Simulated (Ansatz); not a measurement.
# ReO₃F: how energies converge with the basis set

The task here is to estimate one member of a computed series from the others.

The runs use Ansatz 0.2.0, Gaussian basis; one geometry, several basis sets.

Plan: PBE0-D4/def2-SVP; ωB97M-V/def2-SVP; PBE0-D4/def2-QZVPP; ωB97M-V/def2-QZVPP; the functionals' def2-TZVPP values are taken from earlier runs.

**The geometry**

The geometry comes from an earlier relaxation with PBE0-D4 in a triple-zeta def2 set; it is a stationary point. Re takes the def2 core potential; no spin-orbit term is included.

SMILES `[O]=[Re](=[O])(=[O])[F]`, 5 atoms, charge 0, spin multiplicity 1.

Atoms are counted from 1 here; the program's logs count them from 0.

Bond lengths: O1–Re2 1.688 Å, Re2–O3 1.688 Å, Re2–O4 1.688 Å, Re2–F5 1.838 Å. Angles: O1–Re2–O3 108.9°, O1–Re2–O4 108.9°, O1–Re2–F5 110.1°, O3–Re2–O4 108.9°, O3–Re2–F5 110.1°, O4–Re2–F5 110.1°.

Set-up of the first run:

File in.yaml:

```yaml
crystal:
  periodic: [false, false, false]
  atoms:
    - {symbol: O, position_ang: [-0.348698, -0.151383, 1.652301]}
    - {symbol: Re, position_ang: [0.001793, -0.019236, 0.005958]}
    - {symbol: O, position_ang: [-1.068908, -0.995661, -0.860608]}
    - {symbol: O, position_ang: [1.577237, -0.563840, -0.262606]}
    - {symbol: F, position_ang: [-0.161424, 1.730120, -0.535034]}
basis:
  gaussian: {orbitals: def2-SVP}
hamiltonian: {xc: pbe0, dispersion: d4}
output: {orbitals: {seedname: orbitals}}
```

Command:

```console
> ansatz run in.yaml --threads 2 --pin off --events-out ev --progress --plain --max-ram 32768MiB --backend cpu
```

Among the steps run: PBE0-D4 in def2-SVP; ωB97M-V in def2-SVP; PBE0-D4 in def2-QZVPP; ωB97M-V in def2-QZVPP.

One of the session's tables, all rows but one given; the rest of the session is left out.

It belongs to the step «Functionals by basis». 

```
functional       basis  HOMO (eV)  LUMO (eV)
   PBE0-D4    def2-SVP     -10.27      -3.27
   PBE0-D4  def2-TZVPP     -10.21      -3.19
   PBE0-D4  def2-QZVPP     -10.23      -3.21
   ωB97M-V    def2-SVP     -12.58      -1.06
   ωB97M-V  def2-TZVPP          ?          ?
   ωB97M-V  def2-QZVPP     -12.56      -1.02
```

Q: Estimate the row for ωB97M-V, def2-TZVPP from the others.

**Answer.** HOMO (eV): -12.53; LUMO (eV): -0.98. In the column «HOMO (eV)» it lies between ωB97M-V, def2-QZVPP (-12.56) and PBE0-D4, def2-SVP (-10.27).
